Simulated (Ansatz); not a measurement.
# BH3O + HCl + HF: a complex and its separated parts

Aim: how far the complex at one end of a reaction step lies below its separated, relaxed parts, level by level.

Program: Ansatz 0.2.0, Gaussian basis. Level of theory: PBE0-D4/def2-TZVP structures, single points in def2-TZVPP, no counterpoise correction. These are calculated values, not measurements.

Levels: SPW92, PBE-D4, BLYP-D4, r2SCAN-D4, B97M-V, PBE0-D4, B3LYP-D4, r2SCAN0-D4, BHLYP-D4, CAM-B3LYP-D4, wB97X-V, wB97M-V, B2PLYP, PBE-QIDH, RPA on PBE, Hartree-Fock, MP2, CCSD, CCSD(T).

Cores are frozen in the correlated methods. B3LYP uses VWN-RPA correlation. B2PLYP carries no dispersion term here.

25 further runs of the same task are left out: 25 set aside as unsound or not needed.

### Step 1. Where the work starts

The complex: 9 atoms, charge 0, spin multiplicity 1.

Atoms are counted from 1 here; the program's logs count them from 0.

Bond lengths: B1–H3 1.195 Å, B1–H4 1.190 Å, B1–O6 1.367 Å, Cl2–H7 1.296 Å, H5–F8 0.948 Å, O6–H9 0.961 Å. Angles: H3–B1–H4 124.2°, H3–B1–O6 119.5°, H4–B1–O6 116.2°, B1–O6–H9 114.2°.

As a file:

```xyz
9
charge 0, multiplicity 1
B    -1.2093   -0.1799   -0.5185
Cl    1.8905   -0.2246   -1.4625
H    -1.6297   -1.1324   -1.1048
H    -1.1890    0.9244   -0.9625
H     0.4767    0.6272    1.2397
O    -0.7719   -0.3217    0.7689
H     1.9171    0.4468   -0.3542
F     1.3043    1.0867    1.3003
H    -0.7887   -1.2266    1.0935
```

Its parts: BH3O holds atoms 1, 3, 4, 6, 9; HCl holds atoms 2, 7; HF holds atoms 5, 8. Each part counts its atoms afresh in its own runs.

### Step 2. Relaxing BH3O alone

File relax-a/in.yaml:

```yaml
crystal:
  periodic: [false, false, false]
  atoms:
    - {symbol: B, position_ang: [-1.209331, -0.179906, -0.518533]}
    - {symbol: H, position_ang: [-1.629669, -1.132380, -1.104829]}
    - {symbol: H, position_ang: [-1.188980, 0.924423, -0.962502]}
    - {symbol: O, position_ang: [-0.771871, -0.321715, 0.768948]}
    - {symbol: H, position_ang: [-0.788657, -1.226623, 1.093512]}
basis:
  gaussian: {orbitals: def2-TZVP}
hamiltonian: {xc: pbe0, dispersion: d4}
relax: {f_tol: 0.005, max_steps: 200}
```

The command line of these runs was not kept.

Further steps of the session: Relaxing HCl alone; Relaxing HF alone; wB97M-V/def2-TZVPP; CCSD(T)/def2-TZVPP; Vibrations of BH3O; Vibrations of HCl; Vibrations of HF.

Q: Predict the outcome of this session. Wanted: complex less parts, CCSD(T)/def2-TZVPP; with zero-point energy; largest T1 diagnostic.

**Answer**, as computed:

| quantity | value |
| --- | --- |
| complex less parts, CCSD(T)/def2-TZVPP | -12.0 kcal/mol |
| with zero-point energy | -8.3 kcal/mol |
| largest T1 diagnostic | 0.014 |

At CCSD(T) the complex lies 12.0 kcal/mol below its parts. Among the functionals B2PLYP lands nearest to CCSD(T) (+0.1 kcal/mol) and SPW92 farthest (-10.6 kcal/mol). Mean unsigned error by rung: LDA 10.6, GGA 2.6, meta-GGA 2.0, hybrid 1.9, range-separated hybrid 2.0, double hybrid 0.3 kcal/mol. PBE-D4 gives a relative energy 3.1 kcal/mol too low, outside chemical accuracy (1 kcal/mol). No counterpoise was applied, and triple zeta lacks some correlation, so the CCSD(T) reference has a basis error of its own, and close matches with it are partly luck.
